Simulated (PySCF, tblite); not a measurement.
# C₅H₅S₂ radical: geometry, infrared bands and EPR parameters

What infrared bands and EPR parameters should C₅H₅S₂ radical (`Cc1ccc([S])s1`) show?

The runs use tblite 0.8.0 and PySCF 2.14.0, with density-fitted response routines of our own; the level of theory stands in each step. All values are computed, except where a source is named. Atoms are numbered from 0 throughout.

### 1 The molecule as given

12 atoms, charge 0, multiplicity 2; geometry from: force field or distance geometry start.

Bonds of the start (Å): C0–C1 1.47, C1–C2 1.40, C2–C3 1.42, C3–C4 1.36, C4–S5 1.69, C4–S6 1.71, S6–C1 1.71, C0–H7 1.10, C0–H8 1.10, C0–H9 1.10, C2–H10 1.08, C3–H11 1.09.

### 2 Geometry optimisation with GFN2-xTB

The job: settings as JSON, then the geometry in Å.

```
{"job": {"kind": "relax", "xc": "GFN2-xTB", "basis": "xTB"}, "charge": 0, "multiplicity": 2}
C     -2.006000     0.367200    -0.026200
C     -0.544300     0.194900    -0.049600
C      0.208500    -0.925700     0.311100
C      1.602100    -0.697300     0.150700
C      1.880100     0.561200    -0.287800
S      3.469300     1.071300    -0.557500
S      0.470100     1.485700    -0.544500
H     -2.295400     1.187500     0.654300
H     -2.511600    -0.544300     0.318100
H     -2.393300     0.599300    -1.023800
H     -0.237200    -1.852200     0.650800
H      2.358900    -1.448300     0.378300
```

Started as:

```
$ OMP_NUM_THREADS=1 python probes_run.py task.json out
```

The driver reads the jobs from task.json and runs them one after another.

**Question.** This job is followed by: GFN2-xTB harmonic vibrations, gas phase; UKS B3LYP, pcH-1 on C H S, non-relativistic, mean-field spin-orbit, GIAO. Predict these results of the whole session: strongest single infrared mode (GFN2-xTB); zero-point energy (GFN2-xTB); g(iso) (B3LYP); ⟨S²⟩; largest a(iso) (averaged by class); potential on the surface of density 0.002 e/bohr³, 1st and 99th percentile; property runs in this session.

As calculated:

| quantity | value |
| --- | --- |
| strongest single infrared mode (GFN2-xTB) | 1501 cm⁻¹, 69 km/mol |
| zero-point energy (GFN2-xTB) | 51.6 kcal/mol |
| g(iso) (B3LYP) | 2.02496 |
| ⟨S²⟩ | 0.767 (exact 0.75) |
| largest a(iso) (averaged by class) | 13C on C1, 27.2 MHz |
| potential on the surface of density 0.002 e/bohr³, 1st and 99th percentile | -1.07 V and 1.25 V |
| property runs in this session | 1, of which 0 failed and 1 gave unsound results |

What this shows: Relaxing lowered the energy by 0.127 eV in 22 steps; the close pair that moved most is C4–S6, from 1.705 to 1.769 Å. All 30 modes are real, so the xTB geometry is a minimum. The strongest single mode, at 1501 cm⁻¹, is spread over many atoms; the largest shares are those of C1, C2. Unscaled tight-binding wavenumbers are off by several per cent, some by more. Its intensities can rank the bands wrongly. S5 carries the largest spin population, 0.62 e. The isotropic g lies 22.6 ppt above the free-electron value. These values are not to be trusted: the run shows nearly degenerate orbitals, where second-order g theory doesn't apply. These values are for one conformer; the search (at its own cheap level) found 1 more, at 0.15 kcal/mol, and measured spectra average over such forms.
